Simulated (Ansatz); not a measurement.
# Yb2TeN2: one geometry, two states

Aim: solve Yb2TeN2 (a structure type of another compound, with these elements put in) from each of its saved states, at one geometry and mesh, and see which is lowest and how they differ.

Computed, not measured: Ansatz 0.2.0, DFT, PBE, with U_eff = 6.88 eV on Yb f, plane waves, PAW.

## (1) Geometry

The structure is tetragonal, space group I4/mmm (No. 139). The conventional cell has a = 3.978 Å, b = 3.978 Å, c = 12.607 Å, α = 90.00°, β = 90.00°, γ = 90.00°. Yb (site symmetry 4mm) is surrounded by 4 N at 2.32 Å. Te (site symmetry 4/mmm) is surrounded by 8 Yb at 3.43 Å. Around N (site symmetry -4m2) lie 4 Yb at 2.32 Å.

The coordinates stand in the input below.

The states: A, Yb1 up, Yb2 down (collinear spin); B, Yb1 down, Yb2 down (collinear spin). Each run reads its own saved solution as saved_state.

## (2) State A: the run

input.yaml reads:

```yaml
crystal:
  lattice:
    - [0.0, 3.9775834, 0.0]
    - [3.9775834, 0.0, 0.0]
    - [1.9887917, 1.9887917, -6.30345341]
  atoms:
    - { symbol: Yb, position: [0.344, 0.344, 0.312], spin: 1.0 }
    - { symbol: Yb, position: [0.656, 0.656, 0.688], spin: -1.0 }
    - { symbol: Te, position: [0.0, 0.0, 0.0] }
    - { symbol: "N", position: [0.25, 0.75, 0.5] }
    - { symbol: "N", position: [0.75, 0.25, 0.5] }
  symmetry: { detect: false, time_reversal: true }
kpoints:
  mp_grid: { grid: [6, 6, 6], shift: [0, 0, 0] }
magnetization:
  spin_polarized: true
scf:
  occupations: { method: fermi_dirac }
  lower_state_search: "off"
  max_iter: 200
hamiltonian:
  pseudopotentials: { kind: paw }
  xc: pbe
  hubbard: { projectors: atomic, sites: [{ species: Yb, l: f, u_eff: 6.88 }] }
basis:
  ecutwfc: 420
  fft_grid_basis: typed
output:
  forces: true
  stress: true
  eigenvalues: true
  bader: true
  populations: true
  elf: true
  write_potential: true
  volumetric_format: npy
  dos:
    e_range: [-12, 8]
    de: 0.05
    projected: { site_lists: { "N": ["N"], Te: [Te], Yb: [Yb] } }
checkpoint:
  read: saved_state
```

## (4) State B: the run

input.yaml: that of step 2 with these lines changed.

```diff
@@ -6,4 +6,4 @@
   atoms:
-    - { symbol: Yb, position: [0.344, 0.344, 0.312], spin: 1.0 }
-    - { symbol: Yb, position: [0.656, 0.656, 0.688], spin: -1.0 }
+    - { symbol: Yb, position: [0.344, 0.344, 0.312] }
+    - { symbol: Yb, position: [0.656, 0.656, 0.688] }
     - { symbol: Te, position: [0.0, 0.0, 0.0] }
@@ -14,2 +14,16 @@
   mp_grid: { grid: [6, 6, 6], shift: [0, 0, 0] }
+  band_path:
+    path:
+      - [0.0, 0.0, 0.0]
+      - [0.5, 0.5, 0.5]
+      - [0.5, 0.5, 0.25]
+      - [0.0, 0.5, 0.0]
+      - [0.0, 0.0, 0.0]
+      - [0.0, 0.0, -0.5]
+      - [0.0, 0.45022726, -0.27488637]
+      - [0.0, 0.54977274, 0.27488637]
+      - [0.0, 0.0, 0.0]
+      - [0.5, 0.5, 0.5]
+      - [0.45022726, 0.54977274, 0.5]
+    npoints: 6
 magnetization:
```

(Steps that only read results are left out.)

What does the calculation give? Wanted: for each run, free energy; largest site moment; size of the net moment; gap; pressure; largest force.

The runs gave:

| state | free energy (meV/atom) | largest site moment (μB) | size of the net moment (μB/cell) | gap (eV) | pressure (GPa) | largest force (eV/Å) | SCF cycles |
| --- | --- | --- | --- | --- | --- | --- | --- |
| A | 1.1 | 0.94 | 0.00 | metal | -6.5 | 1.58 | 17 |
| B | 0.0 | 0.94 | 1.50 | metal | -6.5 | 1.58 | 14 |

**Reading.** State B wins by 1.1 meV per atom over A. The atoms are far from rest (forces to 1.6 eV/Å), so order and character hold for this geometry alone. Every run converged, so convergence alone does not show that a state is the lowest.
